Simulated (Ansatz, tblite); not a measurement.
**Si35H46 off disc (BH₄₆NSi₃₃): a ladder of methods and basis sets**

One table from this session's results is given with a row withheld; the runs are named, their logs left out.

Computed with Ansatz 0.2.0, Gaussian basis. Level: as each input shows.

Plan: GFN1-xTB, GFN2-xTB, PBE-D4/def2-TZVP, r2SCAN-D4/def2-TZVP, LDA/def2-TZVP, PBE-D4/def2-SVP, PBE0-D4/def2-SVP, HF/STO-3G, HF/6-31G, B3LYP-D4/6-31G, MP2/def2-SVP, RPA/def2-SVP.

1 further run of the same task is left out (set aside as unsound or not needed). Runs told in other sessions of the task aren't counted.

### The geometry

The geometry is that of the singlet, from an earlier relaxation (PBE-D4/def2-SVP).

81 atoms, charge 0, spin multiplicity 1.

Bond lengths: Si1–Si20 2.357 Å, Si1–Si21 2.355 Å, Si1–Si22 2.361 Å, Si1–H36 1.515 Å, Si2–Si20 2.364 Å, Si2–Si24 2.360 Å, Si2–H37 1.510 Å, Si2–H38 1.510 Å, Si3–Si22 2.363 Å, Si3–Si24 2.350 Å, Si3–H39 1.512 Å, Si3–H40 1.505 Å, Si4–Si23 2.352 Å, Si4–Si24 2.348 Å, Si4–Si25 2.356 Å, Si4–H41 1.512 Å, Si5–Si21 2.357 Å, Si5–Si27 2.354 Å and more. Angles: Si20–Si1–Si21 110.0°, Si20–Si1–Si22 113.3°, Si20–Si1–H36 106.0°, Si21–Si1–Si22 117.6°, Si21–Si1–H36 104.5°, Si22–Si1–H36 104.1°, Si20–Si2–Si24 115.2°, Si20–Si2–H37 106.2°, Si20–Si2–H38 109.5°, Si24–Si2–H37 107.2°, Si24–Si2–H38 110.7°, H37–Si2–H38 107.6°, Si22–Si3–Si24 108.6°, Si22–Si3–H39 106.2°, Si22–Si3–H40 113.2°, Si24–Si3–H39 108.9°, Si24–Si3–H40 112.0°, H39–Si3–H40 107.7° and more.

PBE0-D4/def2-TZVP was run before; its log isn't repeated, and its numbers join the tables.

The first run:

Tight binding, by tblite at 300 K electronic temperature and without a spin-polarisation term:

```python
tblite.interface.Calculator('GFN1-xTB', numbers, positions, charge=0, uhf=0).singlepoint()
```

Tight binding, by tblite at 300 K electronic temperature and without a spin-polarisation term:

```python
tblite.interface.Calculator('GFN2-xTB', numbers, positions, charge=0, uhf=0).singlepoint()
```

start.molden holds the orbitals of an earlier run on this state, given as this run's starting guess.

in.yaml reads:

```yaml
crystal:
  periodic: [false, false, false]
  atoms:
    - {symbol: Si, position_ang: [-3.869086, -3.747523, -0.325689]}
    - {symbol: Si, position_ang: [-6.651651, -0.974979, -0.589034]}
    - {symbol: Si, position_ang: [-4.159812, -1.231299, 2.238132]}
    - {symbol: Si, position_ang: [-3.912844, 1.754525, -0.172317]}
    - {symbol: Si, position_ang: [-1.207589, -6.554730, -0.150399]}
    - {symbol: Si, position_ang: [-1.215074, -3.579750, 2.294036]}
    - {symbol: Si, position_ang: [1.283149, -3.586160, -0.500417]}
    - {symbol: Si, position_ang: [-1.465425, 2.002691, -3.071043]}
    - {symbol: Si, position_ang: [1.541832, -1.084658, -3.245827]}
    - {symbol: Si, position_ang: [-1.112711, -0.805618, -0.407437]}
    - {symbol: Si, position_ang: [-0.824678, 1.277956, 2.122449]}
    - {symbol: N, position_ang: [1.228658, -0.771654, 1.568083]}
    - {symbol: Si, position_ang: [1.269828, 1.572897, -0.392414]}
    - {symbol: Si, position_ang: [-1.297000, 4.388663, -0.130093]}
    - {symbol: Si, position_ang: [1.734745, 4.622248, 2.227035]}
    - {symbol: Si, position_ang: [4.046528, -0.820216, -0.502489]}
    - {symbol: Si, position_ang: [4.049533, 1.665998, 2.308149]}
    - {symbol: Si, position_ang: [7.043405, 1.660444, -0.043893]}
    - {symbol: Si, position_ang: [4.173265, 4.248981, -0.481956]}
    - {symbol: Si, position_ang: [-5.463134, -2.689267, -1.702109]}
    - {symbol: Si, position_ang: [-2.791034, -5.469106, -1.517187]}
    - {symbol: Si, position_ang: [-2.512345, -2.230027, 0.870683]}
    - {symbol: Si, position_ang: [-2.606538, 0.499232, -1.671456]}
    - {symbol: Si, position_ang: [-5.382582, 0.298957, 0.939200]}
    - {symbol: Si, position_ang: [-2.380348, 2.826910, 1.260454]}
    - {symbol: Si, position_ang: [-0.024077, -2.243272, -1.916655]}
    - {symbol: Si, position_ang: [0.137253, -4.996323, 0.991548]}
    - {symbol: Si, position_ang: [2.452515, -1.991181, 0.777429]}
    - {symbol: Si, position_ang: [0.007685, 3.125604, -1.629892]}
    - {symbol: Si, position_ang: [2.695328, 0.485295, -1.915223]}
    - {symbol: B, position_ang: [0.235845, 0.219754, 0.739524]}
    - {symbol: Si, position_ang: [2.722659, 2.962755, 0.865268]}
    - {symbol: Si, position_ang: [0.138433, 5.855163, 1.015635]}
    - {symbol: Si, position_ang: [5.976453, 3.145231, -1.528192]}
    - {symbol: Si, position_ang: [5.454430, 0.289723, 1.020725]}
    - {symbol: H, position_ang: [-4.656241, -4.466475, 0.750105]}
    - {symbol: H, position_ang: [-7.742044, -1.661975, 0.198500]}
    - {symbol: H, position_ang: [-7.316991, -0.080225, -1.606896]}
    - {symbol: H, position_ang: [-5.080682, -2.347845, 2.674578]}
    - {symbol: H, position_ang: [-3.594049, -0.592097, 3.477801]}
    - {symbol: H, position_ang: [-4.713972, 2.791157, -0.927244]}
    - {symbol: H, position_ang: [-1.947551, -7.380742, 0.873691]}
    - {symbol: H, position_ang: [-0.330324, -7.482455, -0.955901]}
    - {symbol: H, position_ang: [-2.064273, -4.362854, 3.263850]}
    - {symbol: H, position_ang: [-0.305537, -2.702832, 3.141736]}
    - {symbol: H, position_ang: [2.381182, -4.341473, -1.214709]}
    - {symbol: H, position_ang: [-2.444111, 2.972147, -3.687975]}
    - {symbol: H, position_ang: [-0.739048, 1.289479, -4.182786]}
    - {symbol: H, position_ang: [2.530887, -2.070086, -3.823857]}
    - {symbol: H, position_ang: [0.853047, -0.394925, -4.394997]}
    - {symbol: H, position_ang: [-1.581285, 0.352823, 3.054324]}
    - {symbol: H, position_ang: [0.099362, 2.047076, 3.045894]}
    - {symbol: H, position_ang: [0.638667, -1.341222, 2.206987]}
    - {symbol: H, position_ang: [1.794700, -0.180289, 2.208558]}
    - {symbol: H, position_ang: [-2.335060, 5.178828, -0.895024]}
    - {symbol: H, position_ang: [1.108933, 4.032319, 3.462766]}
    - {symbol: H, position_ang: [2.852050, 5.537245, 2.671535]}
    - {symbol: H, position_ang: [4.798542, -1.920230, -1.217334]}
    - {symbol: H, position_ang: [3.139429, 0.787026, 3.151626]}
    - {symbol: H, position_ang: [4.842052, 2.502274, 3.281882]}
    - {symbol: H, position_ang: [8.055455, 0.811231, -0.773034]}
    - {symbol: H, position_ang: [7.769672, 2.450851, 1.017334]}
    - {symbol: H, position_ang: [3.366032, 4.991345, -1.518779]}
    - {symbol: H, position_ang: [4.800137, 5.283124, 0.424891]}
    - {symbol: H, position_ang: [-6.460209, -3.742665, -2.125641]}
    - {symbol: H, position_ang: [-4.797293, -2.173635, -2.949589]}
    - {symbol: H, position_ang: [-3.838226, -6.477146, -1.926484]}
    - {symbol: H, position_ang: [-2.131938, -4.955620, -2.768210]}
    - {symbol: H, position_ang: [-3.480081, -0.428743, -2.480113]}
    - {symbol: H, position_ang: [-6.339028, 1.085682, 1.806652]}
    - {symbol: H, position_ang: [-3.108245, 3.530774, 2.382213]}
    - {symbol: H, position_ang: [-0.938322, -3.075742, -2.779224]}
    - {symbol: H, position_ang: [1.164586, -5.707722, 1.843391]}
    - {symbol: H, position_ang: [3.061944, -2.596945, 2.020148]}
    - {symbol: H, position_ang: [0.963354, 4.020381, -2.384667]}
    - {symbol: H, position_ang: [3.521060, 1.401803, -2.781668]}
    - {symbol: H, position_ang: [-0.628356, 6.776509, 1.932876]}
    - {symbol: H, position_ang: [0.869589, 6.703022, 0.002674]}
    - {symbol: H, position_ang: [5.535548, 2.384420, -2.749065]}
    - {symbol: H, position_ang: [6.977811, 4.185713, -1.969031]}
    - {symbol: H, position_ang: [6.133184, -0.758541, 1.873633]}
basis:
  gaussian: {orbitals: def2-TZVP, fitting: {mean_field: def2-universal-jkfit}, initial_orbitals: start.molden}
hamiltonian: {xc: pbe, dispersion: d4}
scf: {omitted_lower_state_checks: [starts]}
output: {forces: true, orbitals: {seedname: orbitals}}
```

Started as:

```
ansatz run in.yaml --threads 11 --pin off --events-out ev --progress --plain --max-ram 174080MiB --backend cuda --devices 0, --max-vram 75GiB
```

Among the steps run: PBE-D4/def2-TZVP; r2SCAN-D4/def2-TZVP; LDA/def2-TZVP; PBE-D4/def2-SVP; PBE0-D4/def2-SVP; HF/STO-3G; HF/6-31G; B3LYP-D4/6-31G; MP2/def2-SVP; RPA/def2-SVP.

One of the session's tables, all rows but one given; the rest of the session is left out.

It belongs to the step «Binding energy». 

| level | binding an atom (eV) |
| --- | --- |
| HF/STO-3G | 3.692 |
| HF/6-31G | 2.041 |
| HF/def2-SVP | 2.424 |
| LDA/def2-TZVP | 3.718 |
| PBE-D4/def2-SVP | 3.359 |
| PBE-D4/def2-TZVP | 3.350 |
| r2SCAN-D4/def2-TZVP | ? |
| B3LYP-D4/6-31G | 3.057 |
| PBE0-D4/def2-SVP | 3.351 |
| PBE0-D4/def2-TZVP | 3.347 |
| MP2/def2-SVP | 3.093 |

Q: Estimate the row for r2SCAN-D4/def2-TZVP from the others.

The run gave: binding an atom (eV): 3.354. In the column «binding an atom (eV)» it lies between PBE0-D4/def2-SVP (3.351) and PBE-D4/def2-SVP (3.359).

Caveats from the session: Free atoms were run apart at each level; binding is atoms less cluster, divided by the number of atoms, without zero-point or spin-orbit terms.
